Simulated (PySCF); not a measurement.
# C2H6Cd: NMR shieldings

Aim: compute the NMR shieldings of C2H6Cd (`[CH3][Cd][CH3]`).

Computed with PySCF 2.14.0 and routines of our own; the level stands in each step. Atoms count from 0.

3 further runs of the same task are left out: 3 for a basis unfit for spin-orbit shieldings.

## 1. The starting structure

9 atoms, charge 0, multiplicity 1; geometry from: GFN2-xTB.

## 2. NMR shieldings: PBE/x2c-SVPall-2c Cd:us-x2c-SVPall-2c, spin-free

Job settings and geometry (Å):

```
{"job": {"xc": "PBE", "basis": {"default": "x2c-SVPall-2c", "Cd": "us-x2c-SVPall-2c"}, "rel": "sf", "kind": "hnmr"}, "charge": 0, "multiplicity": 1}
Cd     0.023200     0.017930    -0.000130
C     -0.002360    -0.014380     2.212610
H     -0.437990     0.901740     2.612850
H      1.005340    -0.110050     2.617750
H     -0.592860    -0.855480     2.579140
C      0.005080     0.016700    -2.212450
H     -1.018280     0.015820    -2.589900
H      0.508130    -0.867490    -2.605390
H      0.509740     0.895220    -2.614470
```

With the program's defaults for keys left out, this is: PBE/x2c-SVPall-2c Cd:us-x2c-SVPall-2c GIAO NMR shielding, spin-free X2C, Gaussian nuclei, gas phase.

Command:

```sh
$ OMP_NUM_THREADS=1 python heavy_run.py task.json out
```

This one command runs all jobs of the session in turn.

The log of the run:

```text
spin-free SCF
coarse grid: 33400 points
cycle   1  E = -5672.7015338801  dE = -3.727e-01  |g| = 7.778e-01  |ddm| = 4.346e+00
cycle   2  E = -5672.3855222661  dE =  3.160e-01  |g| = 1.421e+00  |ddm| = 3.084e+00
cycle   3  E = -5672.8478932733  dE = -4.624e-01  |g| = 8.837e-02  |ddm| = 1.975e+00
cycle   4  E = -5672.8483091469  dE = -4.159e-04  |g| = 6.045e-02  |ddm| = 1.277e-01
cycle   5  E = -5672.8489639999  dE = -6.549e-04  |g| = 1.057e-02  |ddm| = 5.622e-02
cycle   6  E = -5672.8489801498  dE = -1.615e-05  |g| = 4.162e-04  |ddm| = 1.561e-02
cycle   7  E = -5672.8489801439  dE =  5.904e-09  |g| = 3.931e-04  |ddm| = 8.417e-04
final grid: 69056 points
cycle   8  E = -5672.8499461788  dE = -4.187e-07  |g| = 8.824e-04  |ddm| = 2.100e-03
cycle   9  E = -5672.8499452315  dE =  9.472e-07  |g| = 1.951e-03  |ddm| = 3.388e-03
cycle  10  E = -5672.8499463687  dE = -1.137e-06  |g| = 1.589e-04  |ddm| = 2.531e-03
cycle  11  E = -5672.8499463738  dE = -5.140e-09  |g| = 7.177e-05  |ddm| = 2.346e-04
converged SCF energy = -5672.8499463738
check of the scalar solution
cycle   1  E = -5672.8499463738  dE = -5.673e+03  |FDS-SDF| = 7.177e-05
cycle   2  E = -5672.8499463732  dE =  6.612e-10  |FDS-SDF| = 9.037e-05
cycle   3  E = -5672.8499463746  dE = -1.388e-09  |FDS-SDF| = 2.051e-05
converged, E = -5672.8499463746

Field gradients (au) and densities at the nuclei (bohr^-3)
atom        Vxx        Vyy        Vzz        centre      nuclear mean
  0 Cd     2.4918     2.4924    -4.9842     128137.834     127973.675
  1 C      0.0001     0.0010    -0.0011        113.847        113.847
  2 H     -0.1575    -0.1696     0.3271          0.365          0.365
  3 H     -0.1577    -0.1699     0.3276          0.365          0.365
  4 H     -0.1571    -0.1690     0.3260          0.365          0.365
  5 C      0.0003     0.0008    -0.0010        113.847        113.847
  6 H     -0.1574    -0.1693     0.3267          0.365          0.365
  7 H     -0.1575    -0.1696     0.3271          0.365          0.365
  8 H     -0.1580    -0.1702     0.3282          0.365          0.365
without picture change
  0 Cd                          -5.5018                    221865.161

Core orbital energies (eV)
atom   shell        mean    spread
  0 Cd 1s       -26474.761   0.000
  0 Cd 2s        -3930.959   0.000
  0 Cd 3s         -733.030   0.000
  0 Cd 4s         -106.265   0.000
  0 Cd 2p        -3529.228   0.046
  0 Cd 3p         -600.876   0.178
  0 Cd 4p          -67.402   0.168
  0 Cd 3d         -393.360   0.170
  0 Cd 4d          -12.371   0.525

Shielding tensors (ppm)
atom      isotropic    diamagn.    paramagn.     s11        s22        s33       span
  0 Cd     3152.60     4858.62    -1706.02    2269.12    2269.32    4919.37    2650.24
  1 C       190.11      240.48      -50.37     180.59     180.79     208.95      28.36
  2 H        31.53       28.07        3.46      26.19      28.48      39.92      13.74
  3 H        31.53       28.05        3.48      26.19      28.47      39.94      13.75
  4 H        31.52       28.09        3.43      26.18      28.51      39.88      13.71
  5 C       190.17      240.48      -50.31     180.65     180.84     209.02      28.37
  6 H        31.53       28.10        3.43      26.18      28.51      39.90      13.72
  7 H        31.53       28.08        3.46      26.19      28.49      39.92      13.74
  8 H        31.54       28.05        3.49      26.20      28.46      39.96      13.77
```

Run time: 7.2 s. Hardware: 1 thread of Intel Xeon 6975P-C, shared host; peak memory 0.66 GiB.

## 3. NMR shieldings: PBE/x2c-SVPall-2c Cd:us-x2c-SVPall-2c in water, spin-free

Settings changed since step 2:

```diff
@@ -1,2 +1,2 @@
-{"job": {"xc": "PBE", "basis": {"default": "x2c-SVPall-2c", "Cd": "us-x2c-SVPall-2c"}, "rel": "sf", "kind": "hnmr"}, "charge": 0, "multiplicity": 1}
+{"job": {"xc": "PBE", "basis": {"default": "x2c-SVPall-2c", "Cd": "us-x2c-SVPall-2c"}, "rel": "sf", "solvent": "water", "kind": "hnmr"}, "charge": 0, "multiplicity": 1}
 Cd     0.023200     0.017930    -0.000130
```

Level: PBE/x2c-SVPall-2c Cd:us-x2c-SVPall-2c GIAO NMR shielding, spin-free X2C, Gaussian nuclei, IEF-PCM water.

The log of the run:

```text
spin-free SCF
coarse grid: 33400 points
cycle   1  E = -5672.7113827875  dE = -3.807e-01  |g| = 7.775e-01  |ddm| = 4.372e+00
cycle   2  E = -5672.4307634962  dE =  2.806e-01  |g| = 1.386e+00  |ddm| = 2.952e+00
cycle   3  E = -5672.8542674262  dE = -4.235e-01  |g| = 8.056e-02  |ddm| = 1.845e+00
cycle   4  E = -5672.8547206550  dE = -4.532e-04  |g| = 5.020e-02  |ddm| = 1.318e-01
cycle   5  E = -5672.8551829178  dE = -4.623e-04  |g| = 1.249e-02  |ddm| = 4.994e-02
cycle   6  E = -5672.8552044534  dE = -2.154e-05  |g| = 4.098e-04  |ddm| = 1.556e-02
cycle   7  E = -5672.8552044998  dE = -4.640e-08  |g| = 1.449e-04  |ddm| = 1.482e-03
final grid: 69056 points
cycle   8  E = -5672.8561697042  dE = -5.528e-07  |g| = 4.487e-04  |ddm| = 1.532e-03
cycle   9  E = -5672.8561695926  dE =  1.116e-07  |g| = 7.071e-04  |ddm| = 1.213e-03
cycle  10  E = -5672.8561697274  dE = -1.348e-07  |g| = 1.358e-04  |ddm| = 9.928e-04
cycle  11  E = -5672.8561697325  dE = -5.092e-09  |g| = 4.316e-05  |ddm| = 1.773e-04
converged SCF energy = -5672.8561697325
check of the scalar solution
cycle   1  E = -5672.8561697325  dE = -5.673e+03  |FDS-SDF| = 4.316e-05
cycle   2  E = -5672.8561697319  dE =  6.485e-10  |FDS-SDF| = 8.164e-05
converged, E = -5672.8561697319

Field gradients (au) and densities at the nuclei (bohr^-3)
atom        Vxx        Vyy        Vzz        centre      nuclear mean
  0 Cd     2.3785     2.3790    -4.7575     128136.796     127972.638
  1 C      0.0147     0.0159    -0.0305        113.837        113.837
  2 H     -0.1578    -0.1712     0.3289          0.366          0.366
  3 H     -0.1580    -0.1715     0.3294          0.366          0.366
  4 H     -0.1573    -0.1705     0.3278          0.365          0.365
  5 C      0.0147     0.0158    -0.0305        113.837        113.837
  6 H     -0.1576    -0.1708     0.3284          0.366          0.366
  7 H     -0.1578    -0.1711     0.3289          0.366          0.366
  8 H     -0.1582    -0.1718     0.3300          0.366          0.366
without picture change
  0 Cd                          -5.2673                    221863.338

Core orbital energies (eV)
atom   shell        mean    spread
  0 Cd 1s       -26474.201   0.000
  0 Cd 2s        -3930.387   0.000
  0 Cd 3s         -732.460   0.000
  0 Cd 4s         -105.700   0.000
  0 Cd 2p        -3528.657   0.045
  0 Cd 3p         -600.305   0.177
  0 Cd 4p          -66.840   0.140
  0 Cd 3d         -392.789   0.168

Shielding tensors (ppm)
atom      isotropic    diamagn.    paramagn.     s11        s22        s33       span
  0 Cd     3267.67     4857.77    -1590.10    2440.35    2440.57    4922.10    2481.75
  1 C       195.82      240.64      -44.82     189.15     189.33     208.98      19.83
  2 H        31.86       28.34        3.52      26.41      28.83      40.34      13.93
  3 H        31.87       28.33        3.54      26.42      28.82      40.36      13.94
  4 H        31.85       28.36        3.49      26.39      28.85      40.30      13.91
  5 C       195.88      240.63      -44.75     189.22     189.37     209.06      19.84
  6 H        31.86       28.36        3.50      26.40      28.86      40.32      13.92
  7 H        31.86       28.35        3.52      26.41      28.84      40.34      13.94
  8 H        31.87       28.32        3.55      26.43      28.81      40.38      13.96
```

Wall time 7.1 s (1 thread of Intel Xeon 6975P-C, shared host); peak memory 0.73 GiB.

## 4. NMR shieldings: PBE/x2c-SVPall-2c Cd:us-x2c-SVPall-2c in dichloromethane, spin-free

Settings changed since step 3:

```diff
@@ -1,2 +1,2 @@
-{"job": {"xc": "PBE", "basis": {"default": "x2c-SVPall-2c", "Cd": "us-x2c-SVPall-2c"}, "rel": "sf", "solvent": "water", "kind": "hnmr"}, "charge": 0, "multiplicity": 1}
+{"job": {"xc": "PBE", "basis": {"default": "x2c-SVPall-2c", "Cd": "us-x2c-SVPall-2c"}, "rel": "sf", "solvent": "dichloromethane", "kind": "hnmr"}, "charge": 0, "multiplicity": 1}
 Cd     0.023200     0.017930    -0.000130
```

Level: PBE/x2c-SVPall-2c Cd:us-x2c-SVPall-2c GIAO NMR shielding, spin-free X2C, Gaussian nuclei, IEF-PCM dichloromethane.

The log of the run:

```text
spin-free SCF
coarse grid: 33400 points
cycle   1  E = -5672.7098367035  dE = -3.794e-01  |g| = 7.775e-01  |ddm| = 4.369e+00
cycle   2  E = -5672.4252935760  dE =  2.845e-01  |g| = 1.390e+00  |ddm| = 2.973e+00
cycle   3  E = -5672.8532769603  dE = -4.280e-01  |g| = 8.171e-02  |ddm| = 1.860e+00
cycle   4  E = -5672.8537405916  dE = -4.636e-04  |g| = 5.127e-02  |ddm| = 1.336e-01
cycle   5  E = -5672.8542225840  dE = -4.820e-04  |g| = 1.238e-02  |ddm| = 5.063e-02
cycle   6  E = -5672.8542441407  dE = -2.156e-05  |g| = 3.872e-04  |ddm| = 1.615e-02
cycle   7  E = -5672.8542441811  dE = -4.044e-08  |g| = 1.540e-04  |ddm| = 1.437e-03
final grid: 69056 points
cycle   8  E = -5672.8552095353  dE = -5.500e-07  |g| = 4.623e-04  |ddm| = 1.534e-03
cycle   9  E = -5672.8552094067  dE =  1.286e-07  |g| = 7.556e-04  |ddm| = 1.295e-03
cycle  10  E = -5672.8552095623  dE = -1.556e-07  |g| = 1.324e-04  |ddm| = 1.048e-03
cycle  11  E = -5672.8552095670  dE = -4.779e-09  |g| = 4.804e-05  |ddm| = 1.775e-04
converged SCF energy = -5672.8552095670
check of the scalar solution
cycle   1  E = -5672.8552095671  dE = -5.673e+03  |FDS-SDF| = 4.804e-05
cycle   2  E = -5672.8552095662  dE =  8.276e-10  |FDS-SDF| = 9.061e-05
cycle   3  E = -5672.8552095674  dE = -1.144e-09  |FDS-SDF| = 4.838e-06
converged, E = -5672.8552095674

Field gradients (au) and densities at the nuclei (bohr^-3)
atom        Vxx        Vyy        Vzz        centre      nuclear mean
  0 Cd     2.3965     2.3970    -4.7935     128136.965     127972.807
  1 C      0.0122     0.0134    -0.0256        113.839        113.838
  2 H     -0.1577    -0.1709     0.3286          0.366          0.366
  3 H     -0.1579    -0.1712     0.3291          0.366          0.366
  4 H     -0.1572    -0.1702     0.3275          0.365          0.365
  5 C      0.0122     0.0134    -0.0256        113.839        113.838
  6 H     -0.1576    -0.1706     0.3281          0.365          0.365
  7 H     -0.1577    -0.1709     0.3286          0.366          0.366
  8 H     -0.1582    -0.1715     0.3297          0.366          0.366
without picture change
  0 Cd                          -5.3046                    221863.635

Core orbital energies (eV)
atom   shell        mean    spread
  0 Cd 1s       -26474.281   0.000
  0 Cd 2s        -3930.469   0.000
  0 Cd 3s         -732.541   0.000
  0 Cd 4s         -105.781   0.000
  0 Cd 2p        -3528.739   0.045
  0 Cd 3p         -600.387   0.177
  0 Cd 4p          -66.920   0.144
  0 Cd 3d         -392.871   0.168

Shielding tensors (ppm)
atom      isotropic    diamagn.    paramagn.     s11        s22        s33       span
  0 Cd     3250.05     4857.91    -1607.86    2414.13    2414.33    4921.68    2507.56
  1 C       194.96      240.61      -45.65     187.86     188.04     208.99      21.13
  2 H        31.81       28.29        3.52      26.37      28.77      40.28      13.91
  3 H        31.81       28.28        3.53      26.38      28.76      40.30      13.92
  4 H        31.80       28.31        3.48      26.35      28.80      40.24      13.88
  5 C       195.02      240.61      -45.59     187.92     188.08     209.06      21.14
  6 H        31.81       28.32        3.49      26.36      28.80      40.26      13.90
  7 H        31.81       28.30        3.51      26.37      28.78      40.28      13.91
  8 H        31.82       28.28        3.54      26.39      28.75      40.32      13.93
```

Wall time 7.1 s (1 thread of Intel Xeon 6975P-C, shared host); peak memory 0.73 GiB.

## 5. Shieldings side by side

```
                                                                        run     Cd0     C5     C1    H8    H3    H2    H7   time
                   step 2, PBE/x2c-SVPall-2c Cd:us-x2c-SVPall-2c, spin-free  3152.6  190.2  190.1  31.5  31.5  31.5  31.5  7.2 s
          step 3, PBE/x2c-SVPall-2c Cd:us-x2c-SVPall-2c in water, spin-free  3267.7  195.9  195.8  31.9  31.9  31.9  31.9  7.1 s
step 4, PBE/x2c-SVPall-2c Cd:us-x2c-SVPall-2c in dichloromethane, spin-free  3250.0  195.0  195.0  31.8  31.8  31.8  31.8  7.1 s
```

## 6. Outcome

| quantity | value |
| --- | --- |
| shieldings (step 2, PBE/x2c-SVPall-2c Cd:us-x2c-SVPall-2c, spin-free) | Cd0 3152.6, C1 190.1, C5 190.2 ppm |
| shieldings (step 3, PBE/x2c-SVPall-2c Cd:us-x2c-SVPall-2c in water, spin-free) | Cd0 3267.7, C1 195.8, C5 195.9 ppm |
| shieldings (step 4, PBE/x2c-SVPall-2c Cd:us-x2c-SVPall-2c in dichloromethane, spin-free) | Cd0 3250.0, C1 195.0, C5 195.0 ppm |

In words: In step 2, Cd0 has the widest tensor, 2650 ppm. Cd0 moves most between the runs, by 115 ppm; the labels say what changes from run to run. No run holds spin-orbit coupling, which is large for shieldings at and beside heavy atoms. The geometry comes from tight binding, which is rough for metal atoms, and these values hang on it.
